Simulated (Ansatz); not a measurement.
# Cu+ with CH₄O: interaction against distance, part 2 of 3

Ansatz 0.2.0, Gaussian basis.

## Step 7: B moved by +0.10 Å, CCSD(T)/def2-TZVPPD

The input, ab/in.yaml:

```yaml
crystal:
  periodic: [false, false, false]
  atoms:
    - {symbol: Cu, position_ang: [0.807718, -0.855789, -2.098817]}
    - {symbol: C, position_ang: [-0.500247, 0.382851, 0.463129]}
    - {symbol: O, position_ang: [0.622472, -0.283803, -0.172048]}
    - {symbol: H, position_ang: [-0.991406, 0.980946, -0.300015]}
    - {symbol: H, position_ang: [-0.121283, 1.035836, 1.247812]}
    - {symbol: H, position_ang: [-1.190109, -0.356449, 0.868528]}
    - {symbol: H, position_ang: [1.178927, -0.698124, 0.495425]}
basis:
  gaussian: {orbitals: "def2-TZVPPD.json"}
total_charge: 1
correlation: {method: ccsd_t, frozen_orbitals: {C: 1, Cu: 9, H: 0, O: 1}}
```

The input, a/in.yaml:

```yaml
crystal:
  periodic: [false, false, false]
  atoms:
    - {symbol: Cu, position_ang: [0.807718, -0.855789, -2.098817]}
basis:
  gaussian:
    orbitals: "def2-TZVPPD.json"
    ghost_atoms:
      - {symbol: C, position_ang: [-0.500247, 0.382851, 0.463129]}
      - {symbol: O, position_ang: [0.622472, -0.283803, -0.172048]}
      - {symbol: H, position_ang: [-0.991406, 0.980946, -0.300015]}
      - {symbol: H, position_ang: [-0.121283, 1.035836, 1.247812]}
      - {symbol: H, position_ang: [-1.190109, -0.356449, 0.868528]}
      - {symbol: H, position_ang: [1.178927, -0.698124, 0.495425]}
total_charge: 1
correlation: {method: ccsd_t, frozen_orbitals: {C: 1, Cu: 9, H: 0, O: 1}}
```

The input, b/in.yaml:

```yaml
crystal:
  periodic: [false, false, false]
  atoms:
    - {symbol: C, position_ang: [-0.500247, 0.382851, 0.463129]}
    - {symbol: O, position_ang: [0.622472, -0.283803, -0.172048]}
    - {symbol: H, position_ang: [-0.991406, 0.980946, -0.300015]}
    - {symbol: H, position_ang: [-0.121283, 1.035836, 1.247812]}
    - {symbol: H, position_ang: [-1.190109, -0.356449, 0.868528]}
    - {symbol: H, position_ang: [1.178927, -0.698124, 0.495425]}
basis:
  gaussian:
    orbitals: "def2-TZVPPD.json"
    ghost_atoms:
      - {symbol: Cu, position_ang: [0.807718, -0.855789, -2.098817]}
correlation: {method: ccsd_t}
```

The same command starts each run, in its folder.

Run with:

```sh
$ ansatz run in.yaml --threads 4 --pin off --events-out ev --progress --plain --max-ram 9574MiB
```

Output in ab, shortened:

```text
Functional definition: HF
  name "HF"
  cite "Fock, Z. Phys. 61, 126 (1930) doi:10.1007/BF01340294"
  parent pbe
[...]
1296 factors; integrals over basis functions are off by at most 8.6e-4 eV
[...]
mean field -47724.29992420 eV, -1753.8356735222 hartree, gradient 1.7e-6 eV, S^2 0.000000; 0 other end points of the search recorded, 0 dependent functions left out
11 core orbitals not correlated: weight in the atoms' cores, before any rotation towards them, 1.000 or more for the frozen orbitals, at most 0.000 for the correlated occupied ones
reference -47724.29992420 eV, -1753.8356735222 hartree; 12, 12 occupied and 189, 189 virtual orbitals, 1296 factors
second order -24.30191310 eV of doubles, -0.00000000 eV of singles
cycle   1  -22.20954114 eV  change     2.1e0 eV  update   1.5e-1
[...]
cycle  14  -23.15819206 eV  change    2.8e-5 eV  update   8.3e-6
perturbative correction -0.81444430 eV, -0.0299302761 hartree
Total energy: -47748.27256057 eV, -1754.7166516593 hartree
```

Log of a, shortened:

```text
[... 4 set-up lines as earlier in the session ...]
[...]
1304 factors; integrals over basis functions are off by at most 8.5e-4 eV
[...]
mean field -44590.94627178 eV, -1638.6870506590 hartree, gradient 7.5e-7 eV, S^2 0.000000; 0 other end points of the search recorded, 0 dependent functions left out
9 core orbitals not correlated: weight in the atoms' cores, before any rotation towards them, 1.000 or more for the frozen orbitals, at most 0.000 for the correlated occupied ones
reference -44590.94627178 eV, -1638.6870506590 hartree; 5, 5 occupied and 198, 198 virtual orbitals, 1304 factors
second order -12.26137599 eV of doubles, -0.00000000 eV of singles
cycle   1  -10.16852436 eV  change     2.1e0 eV  update   1.1e-1
[...]
cycle  11  -10.70115008 eV  change   -9.0e-6 eV  update   4.7e-6
perturbative correction -0.35923368 eV, -0.0132015941 hartree
Total energy: -44602.00665554 eV, -1639.0935122651 hartree
```

Output in b, shortened:

```text
[... 4 set-up lines as earlier in the session ...]
[...]
1274 factors; integrals over basis functions are off by at most 8.7e-4 eV
[...]
mean field -3131.87111785 eV, -115.0941407225 hartree, gradient 1.4e-6 eV, S^2 0.000000; 0 other end points of the search recorded, 0 dependent functions left out
2 core orbitals not correlated: weight in the atoms' cores, before any rotation towards them, 1.000 or more for the frozen orbitals, at most 0.000 for the correlated occupied ones
reference -3131.87111785 eV, -115.0941407225 hartree; 7, 7 occupied and 203, 203 virtual orbitals, 1274 factors
second order -11.72179002 eV of doubles, -0.00000000 eV of singles
cycle   1  -11.89958621 eV  change   -1.8e-1 eV  update   6.6e-2
[...]
cycle   9  -12.22132800 eV  change   -4.7e-6 eV  update   1.2e-5
perturbative correction -0.41664800 eV, -0.0153115316 hartree
Total energy: -3144.50909385 eV, -115.5585777741 hartree
```

Times: 78 s (ab), 26 s (a), 29 s (b) on 4 threads of Arm Neoverse N1, shared host; peak memory 3 GiB.

ab − a − b = -1757 meV.

## Step 8: B moved by +0.23 Å, wB97M-V/def2-TZVPPD

The input, ab/in.yaml:

```yaml
crystal:
  periodic: [false, false, false]
  atoms:
    - {symbol: Cu, position_ang: [0.807718, -0.855789, -2.098817]}
    - {symbol: C, position_ang: [-0.545497, 0.430794, 0.580709]}
    - {symbol: O, position_ang: [0.577222, -0.235860, -0.054468]}
    - {symbol: H, position_ang: [-1.036656, 1.028888, -0.182435]}
    - {symbol: H, position_ang: [-0.166533, 1.083779, 1.365392]}
    - {symbol: H, position_ang: [-1.235359, -0.308506, 0.986109]}
    - {symbol: H, position_ang: [1.133678, -0.650181, 0.613005]}
basis:
  gaussian: {orbitals: "def2-TZVPPD.json"}
total_charge: 1
hamiltonian: {xc: {name: wB97M-V}}
```

The input, a/in.yaml:

```yaml
crystal:
  periodic: [false, false, false]
  atoms:
    - {symbol: Cu, position_ang: [0.807718, -0.855789, -2.098817]}
basis:
  gaussian:
    orbitals: "def2-TZVPPD.json"
    ghost_atoms:
      - {symbol: C, position_ang: [-0.545497, 0.430794, 0.580709]}
      - {symbol: O, position_ang: [0.577222, -0.235860, -0.054468]}
      - {symbol: H, position_ang: [-1.036656, 1.028888, -0.182435]}
      - {symbol: H, position_ang: [-0.166533, 1.083779, 1.365392]}
      - {symbol: H, position_ang: [-1.235359, -0.308506, 0.986109]}
      - {symbol: H, position_ang: [1.133678, -0.650181, 0.613005]}
total_charge: 1
hamiltonian: {xc: {name: wB97M-V}}
```

The input, b/in.yaml:

```yaml
crystal:
  periodic: [false, false, false]
  atoms:
    - {symbol: C, position_ang: [-0.545497, 0.430794, 0.580709]}
    - {symbol: O, position_ang: [0.577222, -0.235860, -0.054468]}
    - {symbol: H, position_ang: [-1.036656, 1.028888, -0.182435]}
    - {symbol: H, position_ang: [-0.166533, 1.083779, 1.365392]}
    - {symbol: H, position_ang: [-1.235359, -0.308506, 0.986109]}
    - {symbol: H, position_ang: [1.133678, -0.650181, 0.613005]}
basis:
  gaussian:
    orbitals: "def2-TZVPPD.json"
    ghost_atoms:
      - {symbol: Cu, position_ang: [0.807718, -0.855789, -2.098817]}
hamiltonian: {xc: {name: wB97M-V}}
```

The same command starts each run, in its folder.

Run with:

```sh
$ ansatz run in.yaml --threads 4 --pin off --events-out ev --progress --plain --max-ram 9574MiB
```

Output in ab, shortened:

```text
[... 5 set-up lines as earlier in the session ...]
  # Of w^i u^j: cxij and so on, Table III.
[...]
  gx(w, u) = 1 - cx + cx01*u + cx10*w
[...]
      + integral(e_c_pw_mod_opposite_spin*gos(b97_w_opposite, b97_u_opposite)) + vv10(b, c)
1147 factors; their error is unknown
278 factors; integrals over basis functions are off by at most 2.6e-5 eV
[...]
mean field -47780.60464030 eV, -1755.9048336739 hartree, gradient 3.2e-5 eV, S^2 0.000000; 0 other end points of the search recorded, 0 dependent functions left out
reference -47780.60469486 eV, -1755.9048356790 hartree; 23, 23 occupied and 189, 189 virtual orbitals, 1147 factors
Total energy: -47780.60469486 eV, -1755.9048356790 hartree
```

Output in a, shortened:

```text
[... 5 set-up lines as earlier in the session ...]
  # Of w^i u^j: cxij and so on, Table III.
[...]
  gx(w, u) = 1 - cx + cx01*u + cx10*w
[...]
      + integral(e_c_pw_mod_opposite_spin*gos(b97_w_opposite, b97_u_opposite)) + vv10(b, c)
1099 factors; their error is unknown
276 factors; integrals over basis functions are off by at most 3.4e-5 eV
[...]
mean field -44629.93722419 eV, -1640.1199417308 hartree, gradient 4.0e-5 eV, S^2 0.000000; 0 other end points of the search recorded, 0 dependent functions left out
reference -44629.93726387 eV, -1640.1199431893 hartree; 14, 14 occupied and 198, 198 virtual orbitals, 1099 factors
Total energy: -44629.93726387 eV, -1640.1199431893 hartree
```

Output in b, shortened:

```text
[... 5 set-up lines as earlier in the session ...]
  # Of w^i u^j: cxij and so on, Table III.
[...]
  gx(w, u) = 1 - cx + cx01*u + cx10*w
[...]
      + integral(e_c_pw_mod_opposite_spin*gos(b97_w_opposite, b97_u_opposite)) + vv10(b, c)
1026 factors; their error is unknown
254 factors; integrals over basis functions are off by at most 4.7e-5 eV
[...]
mean field -3148.86353081 eV, -115.7186003811 hartree, gradient 3.8e-5 eV, S^2 0.000000; 0 other end points of the search recorded, 0 dependent functions left out
reference -3148.86357780 eV, -115.7186021077 hartree; 9, 9 occupied and 203, 203 virtual orbitals, 1026 factors
Total energy: -3148.86357780 eV, -115.7186021077 hartree
```

Times: 11 s (ab), 7 s (a), 6.5 s (b) on 4 threads of Arm Neoverse N1, shared host; peak memory 0.48 GiB.

Interaction: -1804 meV.

## Step 9: B moved by +0.23 Å, CCSD(T)/def2-TZVPPD

ab/in.yaml: that of step 8 with these lines changed.

```diff
@@ -13,2 +13,2 @@
 total_charge: 1
-hamiltonian: {xc: {name: wB97M-V}}
+correlation: {method: ccsd_t, frozen_orbitals: {C: 1, Cu: 9, H: 0, O: 1}}
```

a/in.yaml: that of step 8 with these lines changed.

```diff
@@ -15,2 +15,2 @@
 total_charge: 1
-hamiltonian: {xc: {name: wB97M-V}}
+correlation: {method: ccsd_t, frozen_orbitals: {C: 1, Cu: 9, H: 0, O: 1}}
```

b/in.yaml: that of step 8 with these lines changed.

```diff
@@ -14,2 +14,2 @@
       - {symbol: Cu, position_ang: [0.807718, -0.855789, -2.098817]}
-hamiltonian: {xc: {name: wB97M-V}}
+correlation: {method: ccsd_t}
```

The same command starts each run, in its folder.

Run with:

```sh
$ ansatz run in.yaml --threads 4 --pin off --events-out ev --progress --plain --max-ram 9574MiB
```

Output in ab, shortened:

```text
[... 4 set-up lines as earlier in the session ...]
[...]
1296 factors; integrals over basis functions are off by at most 8.2e-4 eV
[...]
mean field -47724.26818531 eV, -1753.8345071392 hartree, gradient 1.6e-6 eV, S^2 0.000000; 0 other end points of the search recorded, 0 dependent functions left out
11 core orbitals not correlated: weight in the atoms' cores, before any rotation towards them, 1.000 or more for the frozen orbitals, at most 0.000 for the correlated occupied ones
reference -47724.26818531 eV, -1753.8345071392 hartree; 12, 12 occupied and 189, 189 virtual orbitals, 1296 factors
second order -24.20841500 eV of doubles, -0.00000000 eV of singles
cycle   1  -22.16867847 eV  change     2.0e0 eV  update   1.4e-1
[...]
cycle  14  -23.09148314 eV  change    2.6e-5 eV  update   7.4e-6
perturbative correction -0.80455245 eV, -0.0295667570 hartree
Total energy: -47748.16422089 eV, -1754.7126702495 hartree
```

Output in a, shortened:

```text
[... 4 set-up lines as earlier in the session ...]
[...]
1305 factors; integrals over basis functions are off by at most 8.0e-4 eV
[...]
mean field -44590.94448706 eV, -1638.6869850718 hartree, gradient 7.5e-7 eV, S^2 0.000000; 0 other end points of the search recorded, 0 dependent functions left out
9 core orbitals not correlated: weight in the atoms' cores, before any rotation towards them, 1.000 or more for the frozen orbitals, at most 0.000 for the correlated occupied ones
reference -44590.94448706 eV, -1638.6869850718 hartree; 5, 5 occupied and 198, 198 virtual orbitals, 1305 factors
second order -12.25637088 eV of doubles, -0.00000000 eV of singles
cycle   1  -10.16534047 eV  change     2.1e0 eV  update   1.1e-1
[...]
cycle  11  -10.69694087 eV  change   -8.6e-6 eV  update   4.7e-6
perturbative correction -0.35776812 eV, -0.0131477361 hartree
Total energy: -44601.99919605 eV, -1639.0932381340 hartree
```

Log of b, shortened:

```text
[... 4 set-up lines as earlier in the session ...]
[...]
1274 factors; integrals over basis functions are off by at most 8.3e-4 eV
[...]
mean field -3131.87104719 eV, -115.0941381256 hartree, gradient 1.5e-6 eV, S^2 0.000000; 0 other end points of the search recorded, 0 dependent functions left out
2 core orbitals not correlated: weight in the atoms' cores, before any rotation towards them, 1.000 or more for the frozen orbitals, at most 0.000 for the correlated occupied ones
reference -3131.87104719 eV, -115.0941381256 hartree; 7, 7 occupied and 203, 203 virtual orbitals, 1274 factors
second order -11.71955479 eV of doubles, -0.00000000 eV of singles
cycle   1  -11.89762479 eV  change   -1.8e-1 eV  update   6.6e-2
[...]
cycle   9  -12.21931102 eV  change   -4.7e-6 eV  update   1.2e-5
perturbative correction -0.41641800 eV, -0.0153030792 hartree
Total energy: -3144.50677620 eV, -115.5584926021 hartree
```

Times: 78 s (ab), 25 s (a), 29 s (b) on 4 threads of Arm Neoverse N1, shared host; peak memory 3 GiB.

This point gives -1658 meV.

## Step 10: B moved by +0.48 Å, wB97M-V/def2-TZVPPD

The input, ab/in.yaml:

```yaml
crystal:
  periodic: [false, false, false]
  atoms:
    - {symbol: Cu, position_ang: [0.807718, -0.855789, -2.098817]}
    - {symbol: C, position_ang: [-0.629532, 0.519831, 0.799072]}
    - {symbol: O, position_ang: [0.493187, -0.146824, 0.163895]}
    - {symbol: H, position_ang: [-1.120692, 1.117925, 0.035928]}
    - {symbol: H, position_ang: [-0.250568, 1.172815, 1.583755]}
    - {symbol: H, position_ang: [-1.319394, -0.219469, 1.204472]}
    - {symbol: H, position_ang: [1.049642, -0.561145, 0.831368]}
basis:
  gaussian: {orbitals: "def2-TZVPPD.json"}
total_charge: 1
hamiltonian: {xc: {name: wB97M-V}}
```

The input, a/in.yaml:

```yaml
crystal:
  periodic: [false, false, false]
  atoms:
    - {symbol: Cu, position_ang: [0.807718, -0.855789, -2.098817]}
basis:
  gaussian:
    orbitals: "def2-TZVPPD.json"
    ghost_atoms:
      - {symbol: C, position_ang: [-0.629532, 0.519831, 0.799072]}
      - {symbol: O, position_ang: [0.493187, -0.146824, 0.163895]}
      - {symbol: H, position_ang: [-1.120692, 1.117925, 0.035928]}
      - {symbol: H, position_ang: [-0.250568, 1.172815, 1.583755]}
      - {symbol: H, position_ang: [-1.319394, -0.219469, 1.204472]}
      - {symbol: H, position_ang: [1.049642, -0.561145, 0.831368]}
total_charge: 1
hamiltonian: {xc: {name: wB97M-V}}
```

The input, b/in.yaml:

```yaml
crystal:
  periodic: [false, false, false]
  atoms:
    - {symbol: C, position_ang: [-0.629532, 0.519831, 0.799072]}
    - {symbol: O, position_ang: [0.493187, -0.146824, 0.163895]}
    - {symbol: H, position_ang: [-1.120692, 1.117925, 0.035928]}
    - {symbol: H, position_ang: [-0.250568, 1.172815, 1.583755]}
    - {symbol: H, position_ang: [-1.319394, -0.219469, 1.204472]}
    - {symbol: H, position_ang: [1.049642, -0.561145, 0.831368]}
basis:
  gaussian:
    orbitals: "def2-TZVPPD.json"
    ghost_atoms:
      - {symbol: Cu, position_ang: [0.807718, -0.855789, -2.098817]}
hamiltonian: {xc: {name: wB97M-V}}
```

Each run has its own folder and the same command.

Run with:

```sh
$ ansatz run in.yaml --threads 4 --pin off --events-out ev --progress --plain --max-ram 9574MiB
```

Output in ab, shortened:

```text
[... 5 set-up lines as earlier in the session ...]
  # Of w^i u^j: cxij and so on, Table III.
[...]
  gx(w, u) = 1 - cx + cx01*u + cx10*w
[...]
      + integral(e_c_pw_mod_opposite_spin*gos(b97_w_opposite, b97_u_opposite)) + vv10(b, c)
1147 factors; their error is unknown
278 factors; integrals over basis functions are off by at most 2.9e-5 eV
[...]
mean field -47780.30077782 eV, -1755.8936669336 hartree, gradient 3.1e-5 eV, S^2 0.000000; 0 other end points of the search recorded, 0 dependent functions left out
reference -47780.30083265 eV, -1755.8936689486 hartree; 23, 23 occupied and 189, 189 virtual orbitals, 1147 factors
Total energy: -47780.30083265 eV, -1755.8936689486 hartree
```

Output in a, shortened:

```text
[... 5 set-up lines as earlier in the session ...]
  # Of w^i u^j: cxij and so on, Table III.
[...]
  gx(w, u) = 1 - cx + cx01*u + cx10*w
[...]
      + integral(e_c_pw_mod_opposite_spin*gos(b97_w_opposite, b97_u_opposite)) + vv10(b, c)
1099 factors; their error is unknown
276 factors; integrals over basis functions are off by at most 3.5e-5 eV
[...]
mean field -44629.93443563 eV, -1640.1198392534 hartree, gradient 4.2e-5 eV, S^2 0.000000; 0 other end points of the search recorded, 0 dependent functions left out
reference -44629.93447542 eV, -1640.1198407156 hartree; 14, 14 occupied and 198, 198 virtual orbitals, 1099 factors
Total energy: -44629.93447542 eV, -1640.1198407156 hartree
```

Log of b, shortened:

```text
[... 5 set-up lines as earlier in the session ...]
  # Of w^i u^j: cxij and so on, Table III.
[...]
  gx(w, u) = 1 - cx + cx01*u + cx10*w
[...]
      + integral(e_c_pw_mod_opposite_spin*gos(b97_w_opposite, b97_u_opposite)) + vv10(b, c)
1026 factors; their error is unknown
254 factors; integrals over basis functions are off by at most 5.7e-5 eV
[...]
mean field -3148.86337459 eV, -115.7185946399 hartree, gradient 3.8e-5 eV, S^2 0.000000; 0 other end points of the search recorded, 0 dependent functions left out
reference -3148.86342170 eV, -115.7185963712 hartree; 9, 9 occupied and 203, 203 virtual orbitals, 1026 factors
Total energy: -3148.86342170 eV, -115.7185963712 hartree
```

Wall times: 10 s (ab), 7 s (a), 6.5 s (b) on 4 threads of Arm Neoverse N1, shared host; peak memory 0.48 GiB.

ab − a − b = -1503 meV.

## Step 11: B moved by +0.48 Å, CCSD(T)/def2-TZVPPD

ab/in.yaml: that of step 10 with these lines changed.

```diff
@@ -13,2 +13,2 @@
 total_charge: 1
-hamiltonian: {xc: {name: wB97M-V}}
+correlation: {method: ccsd_t, frozen_orbitals: {C: 1, Cu: 9, H: 0, O: 1}}
```

a/in.yaml: that of step 10 with these lines changed.

```diff
@@ -15,2 +15,2 @@
 total_charge: 1
-hamiltonian: {xc: {name: wB97M-V}}
+correlation: {method: ccsd_t, frozen_orbitals: {C: 1, Cu: 9, H: 0, O: 1}}
```

b/in.yaml: that of step 10 with these lines changed.

```diff
@@ -14,2 +14,2 @@
       - {symbol: Cu, position_ang: [0.807718, -0.855789, -2.098817]}
-hamiltonian: {xc: {name: wB97M-V}}
+correlation: {method: ccsd_t}
```

The same command starts each run, in its folder.

Run with:

```sh
$ ansatz run in.yaml --threads 4 --pin off --events-out ev --progress --plain --max-ram 9574MiB
```

ab printed, shortened:

```text
[... 4 set-up lines as earlier in the session ...]
[...]
1296 factors; integrals over basis functions are off by at most 7.6e-4 eV
[...]
mean field -47724.08104449 eV, -1753.8276298410 hartree, gradient 4.8e-6 eV, S^2 0.000000; 0 other end points of the search recorded, 0 dependent functions left out
11 core orbitals not correlated: weight in the atoms' cores, before any rotation towards them, 1.000 or more for the frozen orbitals, at most 0.000 for the correlated occupied ones
reference -47724.08104449 eV, -1753.8276298410 hartree; 12, 12 occupied and 189, 189 virtual orbitals, 1296 factors
second order -24.09650226 eV of doubles, -0.00000000 eV of singles
cycle   1  -22.11565408 eV  change     2.0e0 eV  update   1.4e-1
[...]
cycle  14  -23.00761173 eV  change    2.6e-5 eV  update   7.2e-6
perturbative correction -0.79163396 eV, -0.0290920113 hartree
Total energy: -47747.88029017 eV, -1754.7022359881 hartree
```

Log of a, shortened:

```text
[... 4 set-up lines as earlier in the session ...]
[...]
1305 factors; integrals over basis functions are off by at most 7.3e-4 eV
[...]
mean field -44590.94185494 eV, -1638.6868883429 hartree, gradient 1.1e-6 eV, S^2 0.000000; 0 other end points of the search recorded, 0 dependent functions left out
9 core orbitals not correlated: weight in the atoms' cores, before any rotation towards them, 1.000 or more for the frozen orbitals, at most 0.000 for the correlated occupied ones
reference -44590.94185494 eV, -1638.6868883429 hartree; 5, 5 occupied and 198, 198 virtual orbitals, 1305 factors
second order -12.24971413 eV of doubles, -0.00000000 eV of singles
cycle   1  -10.16098651 eV  change     2.1e0 eV  update   1.1e-1
[...]
cycle  11  -10.69123437 eV  change   -8.4e-6 eV  update   4.5e-6
perturbative correction -0.35584219 eV, -0.0130769593 hartree
Total energy: -44601.98893150 eV, -1639.0928609188 hartree
```

Log of b, shortened:

```text
[... 4 set-up lines as earlier in the session ...]
[...]
1274 factors; integrals over basis functions are off by at most 7.6e-4 eV
[...]
mean field -3131.87094844 eV, -115.0941344969 hartree, gradient 1.5e-6 eV, S^2 0.000000; 0 other end points of the search recorded, 0 dependent functions left out
2 core orbitals not correlated: weight in the atoms' cores, before any rotation towards them, 1.000 or more for the frozen orbitals, at most 0.000 for the correlated occupied ones
reference -3131.87094844 eV, -115.0941344969 hartree; 7, 7 occupied and 203, 203 virtual orbitals, 1274 factors
second order -11.71621613 eV of doubles, -0.00000000 eV of singles
cycle   1  -11.89468594 eV  change   -1.8e-1 eV  update   6.6e-2
[...]
cycle   9  -12.21627228 eV  change   -4.8e-6 eV  update   1.2e-5
perturbative correction -0.41604333 eV, -0.0152893104 hartree
Total energy: -3144.50326405 eV, -115.5583635331 hartree
```

They took 77 s (ab), 25 s (a), 29 s (b) on 4 threads of Arm Neoverse N1, shared host; peak memory 3 GiB.

Interaction: -1388 meV.

(Part 2 of 3 ends here.)
